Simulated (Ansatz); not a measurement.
**Sn2Ir (Sn2Ir (111), 6 layers): how the settings move a single-point run**

Aim: see which settings change the result for Sn2Ir (Sn2Ir (111), 6 layers), by how much, and at what cost.

Method: reference: DFT, LDA, all-electron LAPW, scalar-relativistic, in Ansatz 0.2.0.

## (1) The structure to begin with

The structure is trigonal, space group P-3m1 (No. 164). Conventional cell: a = 4.458 Å, b = 4.458 Å, c = 21.459 Å, α = 90.00°, β = 90.00°, γ = 120.00°. Sn (site symmetry 3m) is surrounded by 3 Ir at 2.73 Å. Around Ir (site symmetry 3m) lie 7 Sn at 2.73 Å. Sn (site symmetry 3m) has 4 Ir at 2.73 Å as nearest neighbours.

Coordinates:

```cif
data_structure
_symmetry_space_group_name_H-M 'P 1'
_symmetry_Int_Tables_number 1
_cell_length_a 4.4575
_cell_length_b 4.4575
_cell_length_c 21.4593
_cell_angle_alpha 90.000
_cell_angle_beta 90.000
_cell_angle_gamma 120.000
_cell_volume 369.26
loop_
_atom_site_label
_atom_site_type_symbol
_atom_site_fract_x
_atom_site_fract_y
_atom_site_fract_z
_atom_site_occupancy
Sn1 Sn 0.00000 0.00000 0.37280 1
Ir1 Ir 0.33333 0.66667 0.41520 1
Sn2 Sn 0.66667 0.33333 0.45760 1
Sn3 Sn 0.33333 0.66667 0.54240 1
Ir2 Ir 0.66667 0.33333 0.58480 1
Sn4 Sn 0.00000 0.00000 0.62720 1
```

## (2) The reference run

The input, input.yaml:

```yaml
crystal:
  lattice:
    - [4.4575016955, 0.0, 0.0]
    - [-2.2287508478, 3.8603097057, 0.0]
    - [0.0, 0.0, 21.4593]
  atoms:
    - { symbol: Sn, position: [0.0, 0.0, 0.3727986854] }
    - { symbol: Ir, position: [0.333333333, 0.666666667, 0.4151991234] }
    - { symbol: Sn, position: [0.666666667, 0.333333333, 0.457599562] }
    - { symbol: Sn, position: [0.333333333, 0.666666667, 0.542400438] }
    - { symbol: Ir, position: [0.666666667, 0.333333333, 0.5848008766] }
    - { symbol: Sn, position: [0.0, 0.0, 0.6272013146] }
kpoints:
  mp_grid: { grid: [9, 9, 1] }
scf:
  occupations: { method: fermi_dirac, width: 0.08 }
hamiltonian:
  xc: lda
  pseudopotentials: { kind: all_electron, lapw: { basis_error: 0.001 } }
output:
  forces: true
  stress: true
  eigenvalues: true
  populations: true
  dos: { projected: true, de: 0.2, e_range: [-14, 8] }
efield:
  axis: 3
  amplitude: 0
  dipole_correction: true
```

On the command line:

```console
ansatz run input.yaml --threads 2 --pin off --max-ram 5120MiB --backend cpu --events-out ev --progress --plain --runs-dir out
```

## (3) Variant: lower_state_search off, xc_grid 2

input.yaml, as its differences from that of step 2:

```diff
@@ -16,2 +16,3 @@
   occupations: { method: fermi_dirac, width: 0.08 }
+  lower_state_search: "off"
 hamiltonian:
@@ -24,3 +25,2 @@
   populations: true
-  dos: { projected: true, de: 0.2, e_range: [-14, 8] }
 efield:
@@ -29 +29,3 @@
   dipole_correction: true
+basis:
+  xc_grid: 2
```

What does the calculation give? Wanted: for each run, ending; energy change; gap; force.

The runs gave:

| run | ending | energy change | gap (eV) | force (eV/Å) | cycles | time |
| --- | --- | --- | --- | --- | --- | --- |
| reference | converged | 0 | 0.00 | 0.34 | 9 | 74 s |
| 1: lower_state_search off, xc_grid 2 | converged | 0.0 meV/atom | 0.00 | 0.34 | 9 | 74 s |

Times don't compare one to one where runs were asked for different outputs or read a saved state (see the inputs); cycles may leave out searches for a lower state.

Residual by cycle in the longest SCF loop of each run; runs are numbered as in the table. The quantity is the density residual dr2, in eV.

```
cycle  reference    run 1
    1       10.2     10.2
    2       5.79     5.79
    3      0.151    0.151
    4    0.00713  0.00713
    5     9.6e-4   9.6e-4
    6     5.0e-5   5.0e-5
    7     2.7e-6   2.7e-6
    8     2.0e-7   2.0e-7
    9     1.9e-8   1.9e-8
```

What this shows: The changed input (search for lower states and numerical grids) leaves the energy the same to the digits printed.
